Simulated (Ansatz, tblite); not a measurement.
# Tetramethylammonium hexafluorophosphate (C4H12F6NP): rung by rung

One table from this session's results is given with a row withheld; the runs are named, their logs left out.

The runs use Ansatz 0.2.0, Gaussian basis; as each input shows.

Levels to be run: GFN1-xTB, GFN2-xTB, PBE-D4/def2-TZVP, r2SCAN-D4/def2-TZVP, B3LYP-D4/def2-TZVP, B97M-V/def2-TZVP, PBE-D4/def2-SVP, PBE0-D4/def2-SVP, HF/6-31G, B3LYP-D4/6-31G, MP2/def2-SVP.

**The relaxed structure**

The singlet was relaxed beforehand with r2SCAN-D4/def2-SVP.

SMILES `C[N+](C)(C)C.F[P-](F)(F)(F)(F)F`, 24 atoms, charge 0, spin multiplicity 1.

Bond lengths: C1–N2 1.490 Å, C1–H6 1.098 Å, C1–H7 1.098 Å, C1–H8 1.098 Å, N2–C3 1.503 Å, N2–C4 1.503 Å, N2–C5 1.499 Å, C3–H9 1.098 Å, C3–H10 1.096 Å, C3–H11 1.097 Å, C4–H12 1.098 Å, C4–H13 1.097 Å, C4–H14 1.096 Å, C5–H15 1.098 Å, C5–H16 1.098 Å, C5–H17 1.098 Å, F18–P19 1.660 Å, P19–F20 1.645 Å and more. Angles: N2–C1–H6 108.8°, N2–C1–H7 109.1°, N2–C1–H8 109.1°, H6–C1–H7 109.9°, H6–C1–H8 109.9°, H7–C1–H8 110.0°, C1–N2–C3 109.3°, C1–N2–C4 109.4°, C1–N2–C5 110.0°, C3–N2–C4 110.4°, C3–N2–C5 109.0°, C4–N2–C5 108.7°, N2–C3–H9 107.8°, N2–C3–H10 108.3°, N2–C3–H11 108.4°, H9–C3–H10 111.9°, H9–C3–H11 110.8°, H10–C3–H11 109.6° and more.

PBE0-D4/def2-TZVP was run before; its log isn't repeated, and its numbers join the tables.

The first run:

Tight binding, by tblite at 300 K electronic temperature and without a spin-polarisation term:

```python
tblite.interface.Calculator('GFN1-xTB', numbers, positions, charge=0, uhf=0).singlepoint()
```

Tight binding, by tblite at 300 K electronic temperature and without a spin-polarisation term:

```python
tblite.interface.Calculator('GFN2-xTB', numbers, positions, charge=0, uhf=0).singlepoint()
```

start.molden holds the orbitals of an earlier run on this state, given as this run's starting guess.

in.yaml

```yaml
crystal:
  periodic: [false, false, false]
  atoms:
    - {symbol: C, position_ang: [-1.804638, 0.994214, -1.753237]}
    - {symbol: N, position_ang: [-0.727327, 0.626594, -0.791127]}
    - {symbol: C, position_ang: [0.246389, -0.299023, -1.465259]}
    - {symbol: C, position_ang: [-1.336893, -0.038548, 0.411064]}
    - {symbol: C, position_ang: [-0.000076, 1.858270, -0.342286]}
    - {symbol: H, position_ang: [-2.331491, 0.081108, -2.058883]}
    - {symbol: H, position_ang: [-2.504701, 1.682774, -1.262701]}
    - {symbol: H, position_ang: [-1.354380, 1.477621, -2.629974]}
    - {symbol: H, position_ang: [0.632624, 0.211218, -2.357445]}
    - {symbol: H, position_ang: [1.044422, -0.536100, -0.753089]}
    - {symbol: H, position_ang: [-0.284239, -1.218185, -1.742030]}
    - {symbol: H, position_ang: [-2.106561, 0.634365, 0.811588]}
    - {symbol: H, position_ang: [-1.779578, -0.991196, 0.095621]}
    - {symbol: H, position_ang: [-0.554578, -0.232216, 1.154163]}
    - {symbol: H, position_ang: [-0.718903, 2.527624, 0.147719]}
    - {symbol: H, position_ang: [0.435221, 2.348445, -1.222876]}
    - {symbol: H, position_ang: [0.782778, 1.542312, 0.359291]}
    - {symbol: F, position_ang: [0.743132, -2.124304, 0.790409]}
    - {symbol: P, position_ang: [1.792094, -1.554336, 1.943605]}
    - {symbol: F, position_ang: [0.485673, -1.041025, 2.801841]}
    - {symbol: F, position_ang: [1.750576, -0.070510, 1.136596]}
    - {symbol: F, position_ang: [1.771542, -2.979846, 2.690634]}
    - {symbol: F, position_ang: [2.785816, -0.911144, 3.037751]}
    - {symbol: F, position_ang: [3.033088, -1.988113, 0.998624]}
basis:
  gaussian: {orbitals: def2-TZVP, initial_orbitals: start.molden}
hamiltonian: {xc: pbe, dispersion: d4}
scf: {omitted_lower_state_checks: [starts]}
output: {forces: true, orbitals: {seedname: orbitals}}
```

Launch:

```sh
$ ansatz run in.yaml --threads 6 --pin off --events-out ev --progress --plain --max-ram 7833MiB
```

Steps of the session up to this table: PBE-D4/def2-TZVP; r2SCAN-D4/def2-TZVP; B3LYP-D4/def2-TZVP; B97M-V/def2-TZVP; PBE-D4/def2-SVP; PBE0-D4/def2-SVP; HF/6-31G; B3LYP-D4/6-31G; MP2/def2-SVP.

One of the session's tables, all rows but one given; the rest of the session is left out.

It belongs to the step «Binding energy». 

| level | binding an atom (eV) |
| --- | --- |
| HF/6-31G | 2.366 |
| HF/def2-SVP | 2.798 |
| PBE-D4/def2-SVP | 4.026 |
| PBE-D4/def2-TZVP | 4.009 |
| r2SCAN-D4/def2-TZVP | 3.933 |
| B97M-V/def2-TZVP | 3.920 |
| B3LYP-D4/6-31G | 3.586 |
| B3LYP-D4/def2-TZVP | 3.913 |
| PBE0-D4/def2-SVP | 3.927 |
| PBE0-D4/def2-TZVP | 3.917 |
| MP2/def2-SVP | ? |

Q: Estimate the row for MP2/def2-SVP from the others.

As computed: binding an atom (eV): 3.767. In the column «binding an atom (eV)» it lies between B3LYP-D4/6-31G (3.586) and B3LYP-D4/def2-TZVP (3.913).

Caveats from the session: Free atoms were run apart at each level; binding is atoms less cluster, divided by the number of atoms, without zero-point or spin-orbit terms.
